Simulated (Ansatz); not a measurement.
**C3H6AlFSi: one species, many methods**

An exercise on one series of results from a longer session: the logs are not shown, and one member is left open.

Program: Ansatz 0.2.0, Gaussian basis. Level of theory: functionals in def2-TZVPP, the program's frozen cores in correlated methods. These are calculated values, not measurements.

Levels to be run: PBE-D4, r2SCAN-D4, PBE0-D4, B3LYP-D4, ωB97X-V, ωB97M-V, B2PLYP; CCSD(T)/def2-TZVPP; MP2/def2-QZVPP; extrapolation to the limit.

## The geometry

All runs share one geometry, relaxed beforehand with PBE0-D4 in a triple-zeta def2 set.

SMILES `C#C[SiH2][CH](F)[AlH2]`, 12 atoms, charge 0, spin multiplicity 1.

Atoms are counted from 1 here; the program's logs count them from 0.

Bond lengths: C1–C2 1.214 Å, C1–H7 1.068 Å, C2–Si3 1.861 Å, Si3–C4 1.874 Å, Si3–H8 1.483 Å, Si3–H9 1.482 Å, C4–F5 1.408 Å, C4–Al6 2.025 Å, C4–H10 1.094 Å, Al6–H11 1.590 Å, Al6–H12 1.586 Å. Angles: C2–C1–H7 176.1°, C1–C2–Si3 164.1°, C2–Si3–C4 97.1°, C2–Si3–H8 106.5°, C2–Si3–H9 108.9°, C4–Si3–H8 113.4°, C4–Si3–H9 117.5°, H8–Si3–H9 111.7°, Si3–C4–F5 110.1°, Si3–C4–Al6 98.4°, Si3–C4–H10 113.4°, F5–C4–Al6 111.0°, F5–C4–H10 108.6°, Al6–C4–H10 115.1°, C4–Al6–H11 115.1°, C4–Al6–H12 118.8°, H11–Al6–H12 122.7°.

Set-up of the first run:

Contents of in.yaml:

```yaml
crystal:
  periodic: [false, false, false]
  atoms:
    - {symbol: C, position_ang: [-2.157877, 0.127231, 0.183238]}
    - {symbol: C, position_ang: [-1.258560, -0.682838, 0.094604]}
    - {symbol: Si, position_ang: [0.409242, -1.499115, -0.026849]}
    - {symbol: C, position_ang: [1.440812, 0.049326, 0.197895]}
    - {symbol: F, position_ang: [1.813272, 0.190359, 1.548886]}
    - {symbol: Al, position_ang: [0.037409, 1.415828, -0.316186]}
    - {symbol: H, position_ang: [-2.995172, 0.784187, 0.272986]}
    - {symbol: H, position_ang: [0.499102, -2.074849, -1.391039]}
    - {symbol: H, position_ang: [0.508210, -2.546200, 1.017343]}
    - {symbol: H, position_ang: [2.345635, 0.060955, -0.416370]}
    - {symbol: H, position_ang: [-0.172697, 1.611169, -1.879922]}
    - {symbol: H, position_ang: [-0.392578, 2.508647, 0.749414]}
basis:
  gaussian: {orbitals: def2-TZVPP}
hamiltonian: {xc: pbe, dispersion: d4}
output: {forces: true, orbitals: {seedname: orbitals}}
```

Launch:

```console
> ansatz run in.yaml --threads 4 --pin off --events-out ev --progress --plain --max-ram 10444MiB
```

Among the steps run: PBE-D4 (GGA); r2SCAN-D4 (meta-GGA); PBE0-D4 (hybrid); B3LYP-D4 (hybrid); ωB97X-V (range-separated); ωB97M-V (range-separated); B2PLYP (double hybrid); CCSD(T) in def2-TZVPP; MP2 in def2-QZVPP.

One of the session's tables, all rows but one given; the rest of the session is left out.

| method | atomisation energy (kJ/mol) |
| --- | --- |
| PBE-D4 | 4385.8 |
| r2SCAN-D4 | 4323.5 |
| PBE0-D4 | 4305.4 |
| B3LYP-D4 | 4297.1 |
| ωB97X-V | 4321.7 |
| ωB97M-V | ? |
| B2PLYP | 4253.4 |
| HF/def2-TZVPP | 3136.9 |
| MP2/def2-TZVPP | 4275.7 |
| CCSD/def2-TZVPP | 4116.8 |
| CCSD(T)/def2-TZVPP | 4190.9 |
| MP2/CBS | 4393.2 |
| CCSD(T)/CBS | 4308.4 |

Estimate the missing values for ωB97M-V.

**Answer.** atomisation energy (kJ/mol): 4323.4. In the column «atomisation energy (kJ/mol)» it lies between ωB97X-V (4321.7) and r2SCAN-D4 (4323.5).

To keep in mind: Free atoms (3 C, 1 Si, 1 F, 1 Al, 6 H) were run apart at each level; the atomisation energy is their sum less the molecule, without zero-point or spin-orbit terms.
